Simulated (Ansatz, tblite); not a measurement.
# The cluster Si₈H₆: charged states by level of theory

What does removing or adding an electron cost or gain for the cluster Si₈H₆? Each charged state is run at several levels.

Method: as each input shows; program: Ansatz 0.2.0, Gaussian basis.

Plan: charge +1 doublet, at the geometry of the singlet (PBE0-D4/def2-TZVP, PBE-D4/def2-TZVP, CAM-B3LYP-D4/def2-TZVP, CCSD(T)/def2-SVP); charge -1 doublet, at the geometry of the singlet (PBE0-D4/def2-TZVPD, PBE-D4/def2-TZVPD, CAM-B3LYP-D4/def2-TZVPD); the starting singlet's energies come from earlier runs.

2 further runs of the same task are left out: 2 set aside as unsound or not needed.

**1. The relaxed structure**

The singlet was relaxed beforehand with PBE-D4/def2-SVP. At that level it is the lowest of the isomers that a small search found.

14 atoms, charge 0, spin multiplicity 1.

Atoms are counted from 1 here; the program's logs count them from 0.

Bond lengths: Si1–Si3 2.305 Å, Si1–Si7 2.317 Å, Si2–Si5 2.656 Å, Si2–Si6 2.246 Å, Si2–Si8 2.292 Å, Si2–H13 1.507 Å, Si3–Si7 2.435 Å, Si3–Si8 2.352 Å, Si3–H10 1.511 Å, Si4–Si5 2.398 Å, Si4–Si6 2.315 Å, Si4–Si7 2.343 Å, Si4–H9 1.510 Å, Si5–Si8 2.414 Å, Si6–H11 1.514 Å, Si7–H14 1.513 Å, Si8–H12 1.509 Å. Angles: Si3–Si1–Si7 63.6°, Si5–Si2–Si6 69.7°, Si5–Si2–Si8 57.9°, Si5–Si2–H13 114.4°, Si6–Si2–Si8 103.1°, Si6–Si2–H13 121.1°, Si8–Si2–H13 129.7°, Si1–Si3–Si7 58.4°, Si1–Si3–Si8 131.0°, Si1–Si3–H10 117.8°, Si7–Si3–Si8 98.6°, Si7–Si3–H10 133.5°, Si8–Si3–H10 109.1°, Si5–Si4–Si6 73.5°, Si5–Si4–Si7 124.4°, Si5–Si4–H9 118.3°, Si6–Si4–Si7 117.2°, Si6–Si4–H9 110.0° and more.

**2. Charge +1 doublet at the fixed geometry, PBE0-D4/def2-TZVP**

Input file in.yaml:

```yaml
crystal:
  periodic: [false, false, false]
  atoms:
    - {symbol: Si, position_ang: [-0.173158, 3.824128, 0.672393]}
    - {symbol: Si, position_ang: [-1.053952, -1.912824, -0.844194]}
    - {symbol: Si, position_ang: [-1.156680, 2.015925, -0.365176]}
    - {symbol: Si, position_ang: [1.518549, -0.194394, 0.843020]}
    - {symbol: Si, position_ang: [-0.229712, -1.615783, 1.662807]}
    - {symbol: Si, position_ang: [1.189023, -1.825156, -0.767291]}
    - {symbol: Si, position_ang: [1.214748, 2.033822, 0.186995]}
    - {symbol: Si, position_ang: [-1.688737, -0.126712, 0.445093]}
    - {symbol: H, position_ang: [2.896273, -0.334185, 1.444570]}
    - {symbol: H, position_ang: [-1.931055, 2.268919, -1.637979]}
    - {symbol: H, position_ang: [1.901556, -3.160264, -0.711914]}
    - {symbol: H, position_ang: [-3.156970, -0.194844, 0.786152]}
    - {symbol: H, position_ang: [-1.773386, -3.209299, -1.113066]}
    - {symbol: H, position_ang: [2.443500, 2.430655, -0.601411]}
basis:
  gaussian: {orbitals: def2-TZVP}
total_charge: 1
magnetization: {spin_polarized: true, initial_magnetization: 1}
hamiltonian: {xc: pbe0, dispersion: d4}
scf: {omitted_lower_state_checks: [starts]}
output: {orbitals: {seedname: orbitals}}
```

Launch:

```console
$ ansatz run in.yaml --threads 4 --pin off --events-out ev --progress --plain --max-ram 8704MiB
```

What it wrote:

```text
Functional definition: PBE0
  name "PBE0"
  cite "Adamo & Barone, J. Chem. Phys. 110, 6158 (1999) doi:10.1063/1.478522"
  cite "Perdew, Burke & Ernzerhof, Phys. Rev. Lett. 77, 3865 (1996) doi:10.1103/PhysRevLett.77.3865"
  parent pbe
  parameter a = 0.25
  parameter kappa = 0.804
  parameter beta = 0.06672455060314922
  exchange = (1 - a)*pbe_x(kappa = kappa, mu = beta*pi^2/3) + a*exact_x
  correlation = pbe_c(beta = beta)
these checks for a lower state are left out or cut short: starts
2408 factors; their error is unknown
mean field evaluation 1: about -63076.4372 eV, gradient 3.1e1 eV
mean field evaluation 2: about -63012.5529 eV, gradient 8.5e1 eV
mean field evaluation 4: about -63082.7777 eV, gradient 1.3e1 eV
mean field evaluation 8: about -63084.2389 eV, gradient 3.7e-1 eV
mean field evaluation 16: about -63084.5019 eV, gradient 2.3e-2 eV
mean field evaluation 32: about -63084.5019 eV, gradient 2.5e-5 eV
mean field -63084.50194708 eV, -2318.3126863439 hartree, gradient 1.2e-5 eV, S^2 0.770243; 0 other end points of the search recorded, 0 dependent functions left out
reference -63084.50199373 eV, -2318.3126880583 hartree; 59, 58 occupied and 273, 274 virtual orbitals, 2408 factors
Total energy: -63085.23866483 eV, -2318.3397602218 hartree
Checks for a lower state left out: starts
```

Wall time 90 s (4 threads of Arm Neoverse V1, shared host); peak memory 2.3 GiB.

HOMO -9.97 eV, LUMO -8.68 eV (over both spins); ⟨S²⟩ 0.770 (pure: 0.75).

**3. Charge +1 doublet at the fixed geometry, PBE-D4/def2-TZVP**

start.molden holds the orbitals of an earlier run on this state, given as this run's starting guess.

Changes to in.yaml since step 2:

```diff
@@ -18,6 +18,6 @@
 basis:
-  gaussian: {orbitals: def2-TZVP}
+  gaussian: {orbitals: def2-TZVP, initial_orbitals: start.molden}
 total_charge: 1
 magnetization: {spin_polarized: true, initial_magnetization: 1}
-hamiltonian: {xc: pbe0, dispersion: d4}
+hamiltonian: {xc: pbe, dispersion: d4}
 scf: {omitted_lower_state_checks: [starts]}
```

The command is unchanged.

What it wrote:

```text
Functional definition: PBE
  name "PBE"
  cite "Perdew, Burke & Ernzerhof, Phys. Rev. Lett. 77, 3865 (1996) doi:10.1103/PhysRevLett.77.3865"
  parent pbe
  parameter kappa = 0.804
  parameter beta = 0.06672455060314922
  exchange = pbe_x(kappa = kappa, mu = beta*pi^2/3)
  correlation = pbe_c(beta = beta)
these checks for a lower state are left out or cut short: starts
2280 factors; their error is unknown
mean field evaluation 1: about -63078.9415 eV, gradient 1.2e1 eV
mean field evaluation 2: about -63079.1846 eV, gradient 3.9e-1 eV
mean field evaluation 4: about -63079.1512 eV, gradient 3.6e-1 eV
mean field evaluation 8: about -63079.1529 eV, gradient 3.2e-4 eV
mean field evaluation 16: about -63079.1529 eV, gradient 1.6e-5 eV
mean field -63079.15294627 eV, -2318.1161141900 hartree, gradient 1.6e-5 eV, S^2 0.758284; 0 other end points of the search recorded, 0 dependent functions left out
reference -63079.15300762 eV, -2318.1161164446 hartree; 59, 58 occupied and 273, 274 virtual orbitals, 2280 factors
Total energy: -63079.99199586 eV, -2318.1469486935 hartree
Checks for a lower state left out: starts
```

It took 22 s on 4 threads of Arm Neoverse V1, shared host; peak memory 0.94 GiB.

From the report: HOMO -9.36 eV, LUMO -9.17 eV (over both spins); ⟨S²⟩ 0.758 (pure: 0.75).

**4. Charge +1 doublet at the fixed geometry, CAM-B3LYP-D4/def2-TZVP**

Changes to in.yaml since step 3:

```diff
@@ -21,3 +21,3 @@
 magnetization: {spin_polarized: true, initial_magnetization: 1}
-hamiltonian: {xc: pbe, dispersion: d4}
+hamiltonian: {xc: {name: CAM-B3LYP}, dispersion: d4}
 scf: {omitted_lower_state_checks: [starts]}
```

Same command.

What it wrote:

```text
Functional definition: CAM-B3LYP
  name "CAM-B3LYP"
  cite "Yanai, Tew & Handy, Chem. Phys. Lett. 393, 51 (2004) doi:10.1016/j.cplett.2004.06.011"
  cite "Iikura, Tsuneda, Yanai & Hirao, J. Chem. Phys. 115, 3540 (2001) doi:10.1063/1.1383587"
  cite "Becke, Phys. Rev. A 38, 3098 (1988) doi:10.1103/PhysRevA.38.3098"
  cite "Lee, Yang & Parr, Phys. Rev. B 37, 785 (1988) doi:10.1103/PhysRevB.37.785"
  cite "Vosko, Wilk & Nusair, Can. J. Phys. 58, 1200 (1980) doi:10.1139/p80-159"
  parameter alpha = 0.19
  parameter beta = 0.46
  parameter omega = 0.33/bohr
  parameter ac = 0.81
  # Exact exchange under (alpha + beta erf(omega r))/r, Becke's under what is left of 1/r.
  exchange = (1 - alpha - beta)*b88_x + beta*b88_x_sr(omega) + alpha*exact_x + beta*exact_x_lr(omega)
  correlation = (1 - ac)*vwn5_c + ac*lyp_c
these checks for a lower state are left out or cut short: starts
2352 factors; their error is unknown
630 factors; integrals over basis functions are off by at most 1.8e-5 eV
mean field evaluation 1: about -63109.6436 eV, gradient 7.3e0 eV
mean field evaluation 2: about -63109.8723 eV, gradient 3.4e-1 eV
mean field evaluation 4: about -63110.0686 eV, gradient 1.3e-1 eV
mean field evaluation 8: about -63110.0688 eV, gradient 2.1e-5 eV
mean field -63110.06883497 eV, -2319.2522521439 hartree, gradient 2.1e-5 eV, S^2 0.774023; 0 other end points of the search recorded, 0 dependent functions left out
reference -63110.06901679 eV, -2319.2522588259 hartree; 59, 58 occupied and 273, 274 virtual orbitals, 2352 factors
Total energy: -63110.85790221 eV, -2319.2812498304 hartree
Checks for a lower state left out: starts
```

Wall time 71 s (4 threads of Arm Neoverse V1, shared host); peak memory 2.4 GiB.

Report: HOMO -10.85 eV, LUMO -7.76 eV (over both spins); ⟨S²⟩ 0.774 (pure: 0.75).

**5. Charge +1 doublet at the fixed geometry, CCSD(T)/def2-SVP**

Changes to in.yaml since step 4:

```diff
@@ -18,7 +18,7 @@
 basis:
-  gaussian: {orbitals: def2-TZVP, initial_orbitals: start.molden}
+  gaussian: {orbitals: def2-SVP, initial_orbitals: start.molden}
 total_charge: 1
 magnetization: {spin_polarized: true, initial_magnetization: 1}
-hamiltonian: {xc: {name: CAM-B3LYP}, dispersion: d4}
-scf: {omitted_lower_state_checks: [starts]}
+correlation: {method: ccsd_t}
+scf: {omitted_lower_state_checks: [starts, cluster_reference]}
 output: {orbitals: {seedname: orbitals}}
```

Same command.

What it wrote:

```text
Functional definition: HF
  name "HF"
  cite "Fock, Z. Phys. 61, 126 (1930) doi:10.1007/BF01340294"
  parent pbe
  exchange = exact_x
  correlation = 0
these checks for a lower state are left out or cut short: starts, cluster_reference
1646 factors; integrals over basis functions are off by at most 9.8e-4 eV
mean field evaluation 1: about -62960.6549 eV, gradient 1.7e1 eV
mean field evaluation 2: about -62962.1930 eV, gradient 1.4e0 eV
mean field evaluation 4: about -62962.3081 eV, gradient 2.6e-2 eV
mean field evaluation 8: about -62962.3095 eV, gradient 2.1e-6 eV
mean field -62962.30953794 eV, -2313.8221981330 hartree, gradient 2.1e-6 eV, S^2 0.896439; 0 other end points of the search recorded, 0 dependent functions left out
40 core orbitals not correlated: weight in the atoms' cores, before any rotation towards them, 1.000 or more for the frozen orbitals, at most 0.000 for the correlated occupied ones
reference -62962.30953794 eV, -2313.8221981330 hartree; 19, 18 occupied and 115, 116 virtual orbitals, 1646 factors
second order -19.67491309 eV of doubles, -0.00000000 eV of singles
cycle   1  -20.92913602 eV  change    -1.3e0 eV  update   1.8e-1
cycle   2  -21.80474589 eV  change   -8.8e-1 eV  update   6.4e-2
cycle   3  -22.07241715 eV  change   -2.7e-1 eV  update   4.8e-2
cycle   4  -22.10619925 eV  change   -3.4e-2 eV  update   2.4e-2
cycle   5  -22.10886410 eV  change   -2.7e-3 eV  update   1.9e-2
cycle   6  -22.11623277 eV  change   -7.4e-3 eV  update   9.3e-3
cycle   7  -22.11889221 eV  change   -2.7e-3 eV  update   5.8e-3
cycle   8  -22.12201711 eV  change   -3.1e-3 eV  update   3.4e-3
cycle   9  -22.12347667 eV  change   -1.5e-3 eV  update   2.2e-3
cycle  10  -22.12272859 eV  change    7.5e-4 eV  update   1.4e-3
cycle  11  -22.12224115 eV  change    4.9e-4 eV  update   8.0e-4
cycle  12  -22.12234927 eV  change   -1.1e-4 eV  update   5.0e-4
cycle  13  -22.12261185 eV  change   -2.6e-4 eV  update   2.8e-4
cycle  14  -22.12290663 eV  change   -2.9e-4 eV  update   2.1e-4
cycle  15  -22.12291799 eV  change   -1.1e-5 eV  update   1.3e-4
cycle  16  -22.12287457 eV  change    4.3e-5 eV  update   9.3e-5
cycle  17  -22.12283327 eV  change    4.1e-5 eV  update   6.4e-5
cycle  18  -22.12282562 eV  change    7.6e-6 eV  update   4.5e-5
perturbative correction -1.36951200 eV, -0.0503286378 hartree
Total energy: -62985.80187556 eV, -2314.6855256171 hartree
Checks for a lower state left out: starts, cluster_reference
```

It took 2.7 min on 4 threads of Arm Neoverse V1, shared host; peak memory 3.1 GiB.

From the report: Hartree-Fock HOMO -11.37 eV, LUMO -5.69 eV (over both spins); ⟨S²⟩ 0.896 (pure: 0.75); T1 0.034.

**6. Vertical ionisation energy**

Charged state less starting state, singlet to doublet; the starting state's energies are those of its earlier runs.

| level | vertical ionisation energy (eV) | time |
| --- | --- | --- |
| HF/def2-SVP† | +6.67 |  |
| PBE-D4/def2-TZVP | +7.28 | 31 s |
| PBE0-D4/def2-TZVP | +7.42 | 1.9 min |
| CAM-B3LYP-D4/def2-TZVP | +7.44 | 92 s |
| MP2/def2-SVP† | +7.55 |  |
| CCSD/def2-SVP† | +7.35 |  |
| CCSD(T)/def2-SVP† | +7.37 | 3.4 min |

Times add the two runs; a level without a time comes out of a correlated run. † marks a level with a doubtful state (flagged, unstable, out of aufbau order, or strongly spin-contaminated); such levels are left out of the summary. CCSD(T)/def2-SVP is no safe reference here (large T1 diagnostic).

Beside −ε(HOMO) of the starting state:

| level | −ε(HOMO) (eV) | by difference (eV) | mismatch (eV) |
| --- | --- | --- | --- |
| PBE-D4/def2-TZVP | 5.27 | 7.28 | -2.01 |
| PBE0-D4/def2-TZVP | 6.06 | 7.42 | -1.35 |
| CAM-B3LYP-D4/def2-TZVP | 7.03 | 7.44 | -0.41 |

**7. Charge -1 doublet at the fixed geometry, PBE0-D4/def2-TZVPD**

Changes to in.yaml since step 5:

```diff
@@ -18,7 +18,7 @@
 basis:
-  gaussian: {orbitals: def2-SVP, initial_orbitals: start.molden}
-total_charge: 1
+  gaussian: {orbitals: def2-TZVPD}
+total_charge: -1
 magnetization: {spin_polarized: true, initial_magnetization: 1}
-correlation: {method: ccsd_t}
-scf: {omitted_lower_state_checks: [starts, cluster_reference]}
+hamiltonian: {xc: pbe0, dispersion: d4}
+scf: {omitted_lower_state_checks: [starts]}
 output: {orbitals: {seedname: orbitals}}
```

Same command.

What it wrote:

```text
Functional definition: PBE0
  name "PBE0"
  cite "Adamo & Barone, J. Chem. Phys. 110, 6158 (1999) doi:10.1063/1.478522"
  cite "Perdew, Burke & Ernzerhof, Phys. Rev. Lett. 77, 3865 (1996) doi:10.1103/PhysRevLett.77.3865"
  parent pbe
  parameter a = 0.25
  parameter kappa = 0.804
  parameter beta = 0.06672455060314922
  exchange = (1 - a)*pbe_x(kappa = kappa, mu = beta*pi^2/3) + a*exact_x
  correlation = pbe_c(beta = beta)
these checks for a lower state are left out or cut short: starts
2674 factors; their error is unknown
mean field evaluation 1: about -63092.0357 eV, gradient 1.4e1 eV
mean field evaluation 2: about -63083.0277 eV, gradient 3.1e1 eV
mean field evaluation 4: about -63093.7741 eV, gradient 3.2e0 eV
mean field evaluation 8: about -63093.8723 eV, gradient 3.0e-1 eV
mean field evaluation 16: about -63093.9133 eV, gradient 4.1e-3 eV
mean field -63093.91333854 eV, -2318.6585486010 hartree, gradient 4.6e-5 eV, S^2 0.759638; 0 other end points of the search recorded, 0 dependent functions left out
reference -63093.91339660 eV, -2318.6585507345 hartree; 60, 59 occupied and 338, 339 virtual orbitals, 2674 factors
Total energy: -63094.73513206 eV, -2318.6887489559 hartree
Checks for a lower state left out: starts
```

It took 1.8 min on 4 threads of Arm Neoverse V1, shared host; peak memory 3.1 GiB.

From the report: HOMO -0.72 eV, LUMO 0.77 eV (over both spins); ⟨S²⟩ 0.760 (pure: 0.75).

**8. Charge -1 doublet at the fixed geometry, PBE-D4/def2-TZVPD**

Changes to in.yaml since step 7:

```diff
@@ -18,6 +18,6 @@
 basis:
-  gaussian: {orbitals: def2-TZVPD}
+  gaussian: {orbitals: def2-TZVPD, initial_orbitals: start.molden}
 total_charge: -1
 magnetization: {spin_polarized: true, initial_magnetization: 1}
-hamiltonian: {xc: pbe0, dispersion: d4}
+hamiltonian: {xc: pbe, dispersion: d4}
 scf: {omitted_lower_state_checks: [starts]}
```

The command is unchanged.

What it wrote:

```text
Functional definition: PBE
  name "PBE"
  cite "Perdew, Burke & Ernzerhof, Phys. Rev. Lett. 77, 3865 (1996) doi:10.1103/PhysRevLett.77.3865"
  parent pbe
  parameter kappa = 0.804
  parameter beta = 0.06672455060314922
  exchange = pbe_x(kappa = kappa, mu = beta*pi^2/3)
  correlation = pbe_c(beta = beta)
these checks for a lower state are left out or cut short: starts
2506 factors; their error is unknown
mean field evaluation 1: about -63088.1761 eV, gradient 1.2e1 eV
mean field evaluation 2: about -63088.4060 eV, gradient 3.4e-1 eV
mean field evaluation 4: about -63088.3800 eV, gradient 4.2e-1 eV
mean field evaluation 8: about -63088.3821 eV, gradient 5.6e-4 eV
mean field -63088.38211322 eV, -2318.4552798196 hartree, gradient 1.3e-5 eV, S^2 0.756503; 0 other end points of the search recorded, 0 dependent functions left out
reference -63088.38218996 eV, -2318.4552826396 hartree; 60, 59 occupied and 338, 339 virtual orbitals, 2506 factors
Total energy: -63089.31718462 eV, -2318.4896430598 hartree
Checks for a lower state left out: starts
```

Run time: 33 s. Hardware: 4 threads of Arm Neoverse V1, shared host; peak memory 1.4 GiB.

HOMO -0.01 eV, LUMO 0.18 eV (over both spins); ⟨S²⟩ 0.757 (pure: 0.75).

**9. Charge -1 doublet at the fixed geometry, CAM-B3LYP-D4/def2-TZVPD**

Changes to in.yaml since step 8:

```diff
@@ -21,3 +21,3 @@
 magnetization: {spin_polarized: true, initial_magnetization: 1}
-hamiltonian: {xc: pbe, dispersion: d4}
+hamiltonian: {xc: {name: CAM-B3LYP}, dispersion: d4}
 scf: {omitted_lower_state_checks: [starts]}
```

Same command.

What it wrote:

```text
Functional definition: CAM-B3LYP
  name "CAM-B3LYP"
  cite "Yanai, Tew & Handy, Chem. Phys. Lett. 393, 51 (2004) doi:10.1016/j.cplett.2004.06.011"
  cite "Iikura, Tsuneda, Yanai & Hirao, J. Chem. Phys. 115, 3540 (2001) doi:10.1063/1.1383587"
  cite "Becke, Phys. Rev. A 38, 3098 (1988) doi:10.1103/PhysRevA.38.3098"
  cite "Lee, Yang & Parr, Phys. Rev. B 37, 785 (1988) doi:10.1103/PhysRevB.37.785"
  cite "Vosko, Wilk & Nusair, Can. J. Phys. 58, 1200 (1980) doi:10.1139/p80-159"
  parameter alpha = 0.19
  parameter beta = 0.46
  parameter omega = 0.33/bohr
  parameter ac = 0.81
  # Exact exchange under (alpha + beta erf(omega r))/r, Becke's under what is left of 1/r.
  exchange = (1 - alpha - beta)*b88_x + beta*b88_x_sr(omega) + alpha*exact_x + beta*exact_x_lr(omega)
  correlation = (1 - ac)*vwn5_c + ac*lyp_c
these checks for a lower state are left out or cut short: starts
2578 factors; their error is unknown
900 factors; integrals over basis functions are off by at most 1.6e-5 eV
the host lacks memory for fits, so the integrals are decomposed
2555 factors; integrals over basis functions are off by at most 9.3e-4 eV
900 factors; integrals over basis functions are off by at most 1.6e-5 eV
mean field evaluation 1: about -63119.0271 eV, gradient 7.5e0 eV
mean field evaluation 2: about -63119.2545 eV, gradient 2.8e-1 eV
mean field evaluation 4: about -63119.4053 eV, gradient 8.2e-3 eV
mean field -63119.40526419 eV, -2319.5953595893 hartree, gradient 4.3e-5 eV, S^2 0.759507; 0 other end points of the search recorded, 0 dependent functions left out
reference -63119.40545964 eV, -2319.5953667721 hartree; 60, 59 occupied and 338, 339 virtual orbitals, 2555 factors
Total energy: -63120.28348313 eV, -2319.6276335403 hartree
Checks for a lower state left out: starts
```

Run time: 60 s. Hardware: 4 threads of Arm Neoverse V1, shared host; peak memory 3.8 GiB.

HOMO -1.62 eV, LUMO 1.70 eV (over both spins); ⟨S²⟩ 0.760 (pure: 0.75).

**10. Vertical electron affinity**

Starting state less charged state (positive: the electron is bound), singlet to doublet; the starting state's energies are those of its earlier runs.

| level | vertical electron affinity (eV) | time |
| --- | --- | --- |
| PBE-D4/def2-TZVPD | +2.01 | 46 s |
| PBE0-D4/def2-TZVPD | +2.05 | 2.2 min |
| CAM-B3LYP-D4/def2-TZVPD | +1.95 | 1.7 min |

Times add the two runs; a level without a time comes out of a correlated run.

Beside −ε(LUMO) of the starting state:

| level | −ε(LUMO) (eV) | by difference (eV) | mismatch (eV) |
| --- | --- | --- | --- |
| PBE-D4/def2-TZVPD | 3.90 | 2.01 | +1.90 |
| PBE0-D4/def2-TZVPD | 3.23 | 2.05 | +1.19 |
| CAM-B3LYP-D4/def2-TZVPD | 2.15 | 1.95 | +0.20 |

**11. What came out**

```
                                             quantity                                     value
 vertical ionisation energy, functionals in def2-TZVP   7.28 (PBE-D4) to 7.44 eV (CAM-B3LYP-D4)
vertical electron affinity, functionals in def2-TZVPD  1.95 (CAM-B3LYP-D4) to 2.05 eV (PBE0-D4)
```

In words: The vertical ionisation energy spans 7.28 to 7.44 eV over the functionals. −ε(HOMO) misses the level's own difference by -0.41 eV at best (CAM-B3LYP-D4) and -2.01 eV at worst (PBE-D4). The vertical electron affinity spans 1.95 to 2.05 eV over the functionals. −ε(LUMO) misses the level's own difference by +0.20 eV at best (CAM-B3LYP-D4) and +1.90 eV at worst (PBE-D4).
